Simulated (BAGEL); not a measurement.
**HF/6-31G(d) (density fitting with qzvpp-jkfit, spherical functions) run of C2H3BO2 (SMILES C#CB(O)O)**

Aim: the vertical singlet–triplet gap of C2H3BO2 at HF/6-31G* (density fitting with qzvpp-jkfit, spherical functions), from 2 runs. 

Program for the calculation: BAGEL 1.2.2.

4 further runs of the same task are left out: 4 that didn't finish.

## (1) Starting point

C2H3BO2: 8 atoms, total charge 0, spin state singlet. As SMILES, `C#CB(O)O`. The shape is that of a GFN2-xTB optimisation. This is one conformer, not always the lowest.

Bond lengths: C1–C2 1.201 Å, C2–B3 1.531 Å, B3–O4 1.356 Å, B3–O5 1.356 Å, C1–H6 1.051 Å, O4–H7 0.957 Å, O5–H8 0.958 Å. Angles: C1–C2–B3 179.9°, C2–B3–O4 117.9°, C2–B3–O5 117.8°, O4–B3–O5 124.4°, C2–C1–H6 179.9°, B3–O4–H7 117.1°, B3–O5–H8 117.1°.

## (2) A single-point energy at HF/6-31G(d) (density fitting with qzvpp-jkfit, spherical functions)

File input.json:

```json
{ "bagel": [

{
  "title": "molecule",
  "basis": "6-31gs.json",
  "df_basis": "qzvpp-jkfit",
  "angstrom": true,
  "geometry": [
    { "atom": "C", "xyz": [      -0.734730,       1.512000,       1.543880 ] },
    { "atom": "C", "xyz": [      -0.346440,       0.717740,       0.730450 ] },
    { "atom": "B", "xyz": [       0.146010,      -0.297350,      -0.305140 ] },
    { "atom": "O", "xyz": [       0.575010,       0.175250,      -1.501470 ] },
    { "atom": "O", "xyz": [       0.124000,      -1.609550,       0.036390 ] },
    { "atom": "H", "xyz": [      -1.075860,       2.206700,       2.255580 ] },
    { "atom": "H", "xyz": [       0.879890,      -0.468420,      -2.141120 ] },
    { "atom": "H", "xyz": [       0.432130,      -2.236370,      -0.618570 ] }
  ]
},

{ "title": "hf" },

{ "title": "print", "file": "orbitals.molden", "orbitals": true }

]}
```

The basis set 6-31G* is read from a file made from the Basis Set Exchange's data (not shown).

Run with:

```
$ BAGEL_NUM_THREADS=1 BAGEL input.json > input.out
```

What it wrote:

```text
* using 1 threads per process

  ===============================================================
  ===============================================================

  *** Geometry ***

  { "atom" : "C", "xyz" : [     -1.388438,      2.857266,      2.917510 ] },
  { "atom" : "C", "xyz" : [     -0.654677,      1.356332,      1.380350 ] },
  { "atom" : "B", "xyz" : [      0.275919,     -0.561910,     -0.576631 ] },
  { "atom" : "O", "xyz" : [      1.086611,      0.331175,     -2.837367 ] },
  { "atom" : "O", "xyz" : [      0.234326,     -3.041609,      0.068767 ] },
  { "atom" : "H", "xyz" : [     -2.033081,      4.170059,      4.262428 ] },
  { "atom" : "H", "xyz" : [      1.662751,     -0.885186,     -4.046130 ] },
  { "atom" : "H", "xyz" : [      0.816607,     -4.226127,     -1.168928 ] },

  Number of auxiliary basis functions:      433

  Since a DF basis is specified, we compute 2- and 3-index integrals:
    o Being stored without compression. Storage requirement is 0.020 GB

  Number of basis functions:       76
  Number of electrons      :       36

    * METHOD: MOLECULE                             0.17

  *** RHF ***

  === Nuclear Repulsion ===
   137.6336303512

      * DIIS with orbital gradients will be used.

  === RHF iteration (6-31gs.json) ===
      0       -251.67888714          0.02490972           0.05
      1       -251.86844095          0.01358672           0.05
      2       -251.93541307          0.00189086           0.05
      3       -251.93700325          0.00052019           0.05
      4       -251.93710914          0.00017428           0.04
      5       -251.93712221          0.00005502           0.05
      6       -251.93712495          0.00002838           0.05
      7       -251.93712647          0.00001315           0.05
      8       -251.93712680          0.00000566           0.05
      9       -251.93712685          0.00000241           0.05
     10       -251.93712686          0.00000069           0.05
     11       -251.93712686          0.00000036           0.05
     12       -251.93712686          0.00000011           0.05
     13       -251.93712686          0.00000003           0.05
     14       -251.93712686          0.00000001           0.05
     15       -251.93712686          0.00000001           0.05
    * SCF iteration converged.

    * Permanent dipole moment:
           (   -0.323945,     0.676059,     0.688240) a.u.

    * METHOD: HF                                   0.87

    * METHOD: PRINT                                0.01

  ===============================================================
```

Wall time 1.2 s (1 thread of Arm Neoverse V2, shared host); peak memory 0.095 GiB.

## (3) The triplet

File job.json:

```json
{ "bagel" : [

{
  "title" : "molecule",
  "basis" : "6-31gs.json",
  "df_basis" : "qzvpp-jkfit",
  "angstrom" : "true",
  "geometry" : [
    { "atom" : "C", "xyz" : [   -0.734730,    1.512000,    1.543880 ] },
    { "atom" : "C", "xyz" : [   -0.346440,    0.717740,    0.730450 ] },
    { "atom" : "B", "xyz" : [    0.146010,   -0.297350,   -0.305140 ] },
    { "atom" : "O", "xyz" : [    0.575010,    0.175250,   -1.501470 ] },
    { "atom" : "O", "xyz" : [    0.124000,   -1.609550,    0.036390 ] },
    { "atom" : "H", "xyz" : [   -1.075860,    2.206700,    2.255580 ] },
    { "atom" : "H", "xyz" : [    0.879890,   -0.468420,   -2.141120 ] },
    { "atom" : "H", "xyz" : [    0.432130,   -2.236370,   -0.618570 ] }
  ]
},
{ "title" : "uhf", "nopen" : 2 },
{ "title" : "print", "file" : "orbitals.molden", "orbitals" : "true" }

]}
```

The basis set 6-31G* is read from a file made from the Basis Set Exchange's data (not shown).

Run with:

```
$ BAGEL_NUM_THREADS=1 BAGEL job.json > job.out
```

What it wrote:

```text
* using 1 threads per process

  ===============================================================
  ===============================================================

  *** Geometry ***

  { "atom" : "C", "xyz" : [     -1.388438,      2.857266,      2.917510 ] },
  { "atom" : "C", "xyz" : [     -0.654677,      1.356332,      1.380350 ] },
  { "atom" : "B", "xyz" : [      0.275919,     -0.561910,     -0.576631 ] },
  { "atom" : "O", "xyz" : [      1.086611,      0.331175,     -2.837367 ] },
  { "atom" : "O", "xyz" : [      0.234326,     -3.041609,      0.068767 ] },
  { "atom" : "H", "xyz" : [     -2.033081,      4.170059,      4.262428 ] },
  { "atom" : "H", "xyz" : [      1.662751,     -0.885186,     -4.046130 ] },
  { "atom" : "H", "xyz" : [      0.816607,     -4.226127,     -1.168928 ] },

  Number of auxiliary basis functions:      433

  Since a DF basis is specified, we compute 2- and 3-index integrals:
    o Being stored without compression. Storage requirement is 0.020 GB

  Number of basis functions:       76
  Number of electrons      :       36

    * METHOD: MOLECULE                             0.18

  *** Open-shell HF ***

  === Nuclear Repulsion ===
   137.6336303512

      * DIIS with orbital gradients will be used.

  === UHF iteration (6-31gs.json) ===
      0       -251.48429209          0.04877872           0.11
      1       -251.68109765          0.02774507           0.11
      2       -251.73241562          0.01589678           0.12
      3       -251.75760104          0.00112131           0.11
      4       -251.75828410          0.00046834           0.11
      5       -251.75844643          0.00029720           0.11
      6       -251.75860309          0.00014498           0.09
      7       -251.75863329          0.00007525           0.09
      8       -251.75863999          0.00004620           0.09
      9       -251.75864379          0.00002000           0.09
     10       -251.75864474          0.00000810           0.09
     11       -251.75864493          0.00000373           0.09
     12       -251.75864495          0.00000256           0.10
     13       -251.75864496          0.00000262           0.09
     14       -251.75864496          0.00000261           0.10
     15       -251.75864496          0.00000268           0.10
     16       -251.75864496          0.00000232           0.09
     17       -251.75864495          0.00000160           0.10
     18       -251.75864494          0.00000084           0.09
     19       -251.75864494          0.00000044           0.10
     20       -251.75864494          0.00000033           0.09
     21       -251.75864494          0.00000028           0.10
     22       -251.75864494          0.00000023           0.09
     23       -251.75864494          0.00000013           0.10
     24       -251.75864494          0.00000008           0.10
     25       -251.75864494          0.00000006           0.09
     26       -251.75864494          0.00000006           0.09
     27       -251.75864494          0.00000006           0.09
     28       -251.75864494          0.00000006           0.10
     29       -251.75864494          0.00000006           0.09
     30       -251.75864494          0.00000006           0.10
     31       -251.75864494          0.00000006           0.09
     32       -251.75864494          0.00000005           0.10
     33       -251.75864494          0.00000004           0.10
     34       -251.75864494          0.00000003           0.09
     35       -251.75864494          0.00000002           0.10
     36       -251.75864494          0.00000002           0.10
     37       -251.75864494          0.00000002           0.10
     38       -251.75864494          0.00000001           0.09
     39       -251.75864494          0.00000001           0.10
    * SCF iteration converged.

    * S^2 (UHF) is 2.0185

    * Permanent dipole moment:
           (   -0.122859,     0.262968,     0.267514) a.u.

    * METHOD: UHF                                  4.04

    * METHOD: PRINT                                0.01

  ===============================================================
```

Wall time 4.5 s (1 thread of Arm Neoverse V2, shared host); peak memory 0.095 GiB.

## (4) What came out

At HF/6-31G* (density fitting with qzvpp-jkfit, spherical functions):

```
                                        quantity          value
                           singlet: total energy  -251.93713 Eh
                          singlet: dipole moment         2.59 D
                            singlet: HOMO energy      -10.53 eV
                            singlet: LUMO energy        4.09 eV
                          singlet: HOMO–LUMO gap       14.62 eV
                           triplet: total energy  -251.75864 Eh
                          triplet: dipole moment         1.00 D
                                   triplet: ⟨S²⟩          2.018
vertical energy of the triplet above the singlet       4.857 eV
```

In words: At this shape the triplet lies 4.86 eV (469 kJ/mol) above the singlet.
